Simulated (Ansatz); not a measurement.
# FHf: the cost of one run

Program: Ansatz 0.2.0. Level of theory: DFT unrestricted PBE, Gaussian basis def2-TZVPP, and further levels as typed in the inputs. These are calculated values, not measurements.

## 1. The system as given

Bond lengths: Hf1–F2 1.850 Å.

Structure file:

```xyz
2

Hf    0.0000    0.0000    0.0000
F     0.0000    0.0000    1.8500
```

## 2. Batch of points: FHf

File input.yaml:

```yaml
magnetization:
  spin_polarized: true
  initial_magnetization: 1
basis:
  gaussian: { orbitals: def2-TZVPP }
hamiltonian:
  xc: pbe
batch:
  members: [s0.yaml, s1.yaml, s2.yaml, s3.yaml, s4.yaml, s5.yaml, s6.yaml, s7.yaml, s8.yaml, s9.yaml, s10.yaml]
# s1.yaml, one of 11 members:
crystal:
  periodic: [false, false, false]
  atoms:
    - { symbol: Hf, position_ang: [0.0, 0.0, 0.0] }
    - { symbol: F, position_ang: [0.0, 0.0, 1.71] }
```

Q: Estimate wall time and peak memory on 6 threads of Arm Neoverse N1, shared host.

About 61 s, with a peak of 0.71 GiB.
